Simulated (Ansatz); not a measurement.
# SiCl2 (SMILES Cl[Si]Cl) at B3LYP/6-31G(d) (spherical functions)

Aim: the electronic atomisation energy of SiCl2 at B3LYP/6-31G* (spherical functions), from 3 runs. 

The calculation is run with Ansatz 0.2.0.

37 further runs of the same task are left out: 1 that didn't finish, 36 set aside as unsound or not needed.

**1. The structure to begin with**

SiCl2: 3 atoms, total charge 0, spin state singlet. SMILES: `Cl[Si]Cl`. The shape is that of a PBE0-D4/def2-TZVP optimisation.

Bond lengths: Cl1–Si2 2.077 Å, Si2–Cl3 2.077 Å. Angles: Cl1–Si2–Cl3 101.3°.

**2. The energy at B3LYP/6-31G(d) (spherical functions)**

Input file in.yaml:

```yaml
crystal:
  periodic: [false, false, false]
  atoms:
    - {symbol: Cl, position_ang: [0.293800, 1.603800, 0.338000]}
    - {symbol: Si, position_ang: [-0.770100, -0.010400, -0.422000]}
    - {symbol: Cl, position_ang: [0.476300, -1.593400, 0.084000]}
basis:
  gaussian: {orbitals: 6-31G_st_-spherical.json}
output: {orbitals: {seedname: orbitals}}
hamiltonian: {xc: {name: B3LYP}}
accuracy: high
```

The basis set 6-31G* is read from a file made from the Basis Set Exchange's data (not shown).

On the command line:

```console
ansatz run in.yaml --threads 1 --pin off --max-ram 3480MiB --events-out events.jsonl --progress --plain --runs-dir runs
```

The log of the run:

```text
Warning: RAYON_NUM_THREADS=1 ignored (pool sized by the plan → 1); use --threads N
Functional definition: B3LYP
  name "B3LYP"
  parameter a0 = 0.2
  parameter ax = 0.72
  parameter ac = 0.81
  exchange = (1 - a0 - ax)*slater_x + ax*b88_x + a0*exact_x
  correlation = (1 - ac)*vwn_rpa_c + ac*lyp_c
1028 factors; integrals over basis functions are off by at most 3.6e-9 eV
mean field evaluation 1: about -32923.3694 eV, gradient 1.5e1 eV
mean field evaluation 2: about -32922.6852 eV, gradient 2.2e1 eV
mean field evaluation 4: about -32924.1174 eV, gradient 3.5e-1 eV
mean field evaluation 8: about -32924.1807 eV, gradient 4.1e-3 eV
mean field evaluation 16: about -32924.1807 eV, gradient 2.2e-7 eV
mean field -32924.18067038 eV, -1209.9413228252 hartree, gradient 5.4e-8 eV, S^2 0.000000; 0 other end points of the search recorded, 0 dependent functions left out
reference -32924.18070081 eV, -1209.9413239436 hartree; 24, 24 occupied and 30, 30 virtual orbitals, 1028 factors
Total energy: -32924.18070081 eV, -1209.9413239436 hartree
```

It took 3.9 s on 1 thread of Arm Neoverse V1, shared host; peak memory 0.14 GiB.

**3. The Cl atom, same level**

Input file in.yaml:

```yaml
crystal:
  periodic: [false, false, false]
  atoms:
    - {symbol: Cl, position_ang: [0.000000, 0.000000, 0.000000]}
basis:
  gaussian: {orbitals: 6-31G_st_-spherical.json}
hamiltonian: {xc: {name: B3LYP}}
accuracy: high
magnetization: {spin_polarized: true, initial_magnetization: 1}
```

The basis set 6-31G* is read from a file made from the Basis Set Exchange's data (not shown).

Run the same way, it converges to -460.13279 Eh (log not shown).

**4. The Si atom, same level**

Input file in.yaml:

```yaml
crystal:
  periodic: [false, false, false]
  atoms:
    - symbol: Si
      position_ang: [0.000000, 0.000000, 0.000000]
basis:
  gaussian:
    orbitals: 6-31G_st_-spherical.json
magnetization:
  spin_polarized: true
  initial_magnetization: 2
hamiltonian:
  xc: {name: B3LYP}
accuracy: high
```

The basis set 6-31G* is read from a file made from the Basis Set Exchange's data (not shown).

Run the same way, it converges to -289.36979 Eh (log not shown).

**5. Summary of results**

Level: B3LYP/6-31G* (spherical functions).

| quantity | value |
| --- | --- |
| molecule: total energy | -1209.94132 Eh |
| molecule: HOMO energy | -7.62 eV |
| molecule: LUMO energy | -3.13 eV |
| molecule: HOMO–LUMO gap | 4.49 eV |
| Cl atom: total energy | -460.13279 Eh |
| Cl atom: ⟨S²⟩ | 0.752 |
| Si atom: total energy | -289.36979 Eh |
| Si atom: ⟨S²⟩ | 2.002 |
| electronic atomisation energy | 8.325 eV |

**Reading.** Taking the molecule apart into free atoms costs 8.33 eV (803 kJ/mol), before zero-point energy and without spin-orbit coupling.
